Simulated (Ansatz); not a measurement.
# C₂H₇GeN, SMILES C=[CH][GeH2][NH2]: a geometry optimisation

Run with the Ansatz DFT code, driven from Python.

The script, `c2h7gen.py`:
```python
'''Minimum-energy structure of C2H7GeN.'''

import itertools

import ansatz as az
from ase import Atoms
from ase.data import atomic_numbers, covalent_radii
import numpy as np
import pandas as pd


def main() -> None:
    atoms = Atoms(['C', 'C', 'Ge', 'N', 'H', 'H', 'H', 'H', 'H', 'H', 'H'], positions=[
        (1.881, -0.4859, 0.1365),
        (1.0429, 0.5157, 0.3996),
        (-0.6875, 0.5938, -0.4359),
        (-1.6658, -0.9265, 0.0188),
        (1.6031, -1.2762, -0.5538),
        (2.8547, -0.5196, 0.6141),
        (1.3333, 1.2991, 1.092),
        (-1.4397, 1.8576, 0.0532),
        (-0.5145, 0.6552, -1.9748),
        (-1.794, -0.9021, 1.055),
        (-2.6134, -0.8111, -0.4047),
    ])
    mol = az.Crystal.molecule_from_ase(atoms)

    model = mol.calculation().basis(gaussian='def2-SVP').functional('r2scan')
    symbols = [site.symbol for site in mol.cartesian_sites]
    start = np.array([site.position_ang for site in mol.cartesian_sites], dtype=float)
    def progress(event):
        if event['event'] == 'relax_step':
            row = event['data']
            print(f'step {row["step"]:3d}  E = {row["lagrangian_ev"]:.6f} eV  largest force component {row["allowed_force_max_ev_ang"]:.4f} eV/A')


    r = model.relax(force_tolerance=0.005).session().plan().execute(on_event=progress).report
    end = np.array(r['positions_ang'])

    for key in ('converged', 'free_energy_ev', 'reference_energy_ev', 'n_frozen', 'n_occupied', 'n_virtual'):
        print(f'{key:22s} {r[key]}')

    # pairs closer than 1.2 times the sum of covalent radii, before or after
    radius = [covalent_radii[atomic_numbers[s]] for s in symbols]
    span = lambda where, i, j: np.linalg.norm(where[i] - where[j])
    bonded = [(i, j) for i, j in itertools.combinations(range(len(symbols)), 2) if min(span(start, i, j), span(end, i, j)) < 1.2 * (radius[i] + radius[j])]
    print('pair        before    after (A)')
    for i, j in bonded:
        print(f'{symbols[i]}{i}-{symbols[j]}{j}'.ljust(10), f'{span(start, i, j):8.4f} {span(end, i, j):8.4f}')
    for first, second in list(itertools.combinations(bonded, 2)):
        shared = set(first) & set(second)
        if shared and symbols[(j := shared.pop())] != 'H':
            i, k = sorted((set(first) | set(second)) - {j})
            u, v = end[i] - end[j], end[k] - end[j]
            angle = np.degrees(np.arccos(np.clip(u @ v / np.linalg.norm(u) / np.linalg.norm(v), -1, 1)))
            print(f'final angle {symbols[i]}{i}-{symbols[j]}{j}-{symbols[k]}{k}: {angle:.2f} deg')

    charges = r['charge_distribution']
    table = pd.DataFrame({'atom': symbols, 'mulliken': charges['mulliken_charges_e'], 'lowdin': charges['lowdin_charges_e']})
    print(table.round(3).to_string())
    print('dipole (e A):', np.round(charges['dipole_moment_e_ang'], 4) + 0.0)


if __name__ == '__main__':
    main()
```

`python c2h7gen.py` gives:
```text
step   1  E = -60183.354188 eV  largest force component 0.9009 eV/A
step   2  E = -60183.432132 eV  largest force component 0.3885 eV/A
step   3  E = -60183.446745 eV  largest force component 0.2667 eV/A
step   4  E = -60183.453846 eV  largest force component 0.2384 eV/A
step   5  E = -60183.473329 eV  largest force component 0.2325 eV/A
step   6  E = -60183.493352 eV  largest force component 0.1009 eV/A
step   7  E = -60183.495097 eV  largest force component 0.4833 eV/A
step   8  E = -60183.512028 eV  largest force component 0.1537 eV/A
step   9  E = -60183.516672 eV  largest force component 0.2451 eV/A
step  10  E = -60183.520140 eV  largest force component 0.1230 eV/A
step  11  E = -60183.521112 eV  largest force component 0.1027 eV/A
step  12  E = -60183.521818 eV  largest force component 0.1269 eV/A
step  13  E = -60183.522760 eV  largest force component 0.0137 eV/A
step  14  E = -60183.522809 eV  largest force component 0.0039 eV/A
converged              True
free_energy_ev         -60183.52281934879
reference_energy_ev    -60183.52281934879
n_frozen               0
n_occupied             [29, 29]
n_virtual              [80, 80]
pair        before    after (A)
C0-C1        1.3322   1.3399
C0-H4        1.0855   1.0970
C0-H5        1.0850   1.0972
C1-Ge2       1.9231   1.9388
C1-H6        1.0851   1.0987
Ge2-N3       1.8642   1.8450
Ge2-H7       1.5499   1.5494
Ge2-H8       1.5498   1.5392
N3-H9        1.0444   1.0195
N3-H10       1.0443   1.0187
final angle C1-C0-H4: 120.93 deg
final angle C1-C0-H5: 122.01 deg
final angle C0-C1-Ge2: 121.54 deg
final angle C0-C1-H6: 119.38 deg
final angle H4-C0-H5: 117.06 deg
final angle Ge2-C1-H6: 119.07 deg
final angle C1-Ge2-N3: 105.84 deg
final angle C1-Ge2-H7: 109.34 deg
final angle C1-Ge2-H8: 112.61 deg
final angle N3-Ge2-H7: 114.86 deg
final angle N3-Ge2-H8: 105.96 deg
final angle Ge2-N3-H9: 113.49 deg
final angle Ge2-N3-H10: 113.45 deg
final angle H7-Ge2-H8: 108.30 deg
final angle H9-N3-H10: 107.59 deg
   atom  mulliken  lowdin
0     C    -0.069   0.022
1     C    -0.239  -0.103
2    Ge     0.481   0.108
3     N    -0.407   0.054
4     H     0.063   0.007
5     H     0.052   0.005
6     H     0.052   0.019
7     H    -0.107  -0.071
8     H    -0.086  -0.058
9     H     0.130   0.009
10    H     0.131   0.009
dipole (e A): [-0.1483 -0.0262  0.1294]
```

What to keep in mind:
- Total energies depend on the basis set; only differences at equal settings carry meaning.
- The end point is the stationary point reached from this start; no frequency run checks that it is a minimum, and the basis set is modest.
- The Löwdin charges here are taken after orthogonalising the functions within each atom; they differ from plain Löwdin charges, and their signs can be unphysical.
- Run time: 2.2 min on 1 thread of Intel(R) Xeon(R) Platinum 8259CL CPU @ 2.50GHz (Skylake/Cascade Lake) (shared host), peak memory 0.28 GiB.

(Lines on the test bed's own set-up are left out of the output.)
